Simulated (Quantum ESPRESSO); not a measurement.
Crystal: GaP.

```
Ga P
1.0
     0.00000    2.72525    2.72525
     2.69800    0.00000    2.72525
     2.69800    2.72525    0.00000
Ga P
1 1
Direct
  0.00000 0.00000 0.00000
  0.25000 0.25000 0.25000
```

The cell was built by a generator and needn't be a form met in nature.

Base run:

- Program: Quantum ESPRESSO 7.5
- Functional: LDA
- Potentials or basis: PseudoDojo 0.4.1 SR LDA standard
- Cutoff: 1088 eV
- Density cutoff: 4354 eV
- k mesh: 8 × 8 × 8, shifted
- Occupations: fermi-dirac, width 0.02 eV
- Spin: no spin polarisation

Its results: pressure -2.1 GPa; electronic dielectric tensor (diagonal) 10.83, 10.93, 10.93.

Task: The run is repeated on the same cell with these changes: functional from LDA to PBE; potentials or basis from PseudoDojo 0.4.1 SR LDA standard to PseudoDojo 0.4.1 SR PBE standard. What comes out?

Result: Pressure 3.5 GPa; electronic dielectric tensor (diagonal) 10.31, 10.41, 10.41.

Caveats: the cell is more than 3 GPa from zero pressure, which shifts response properties (some runs).
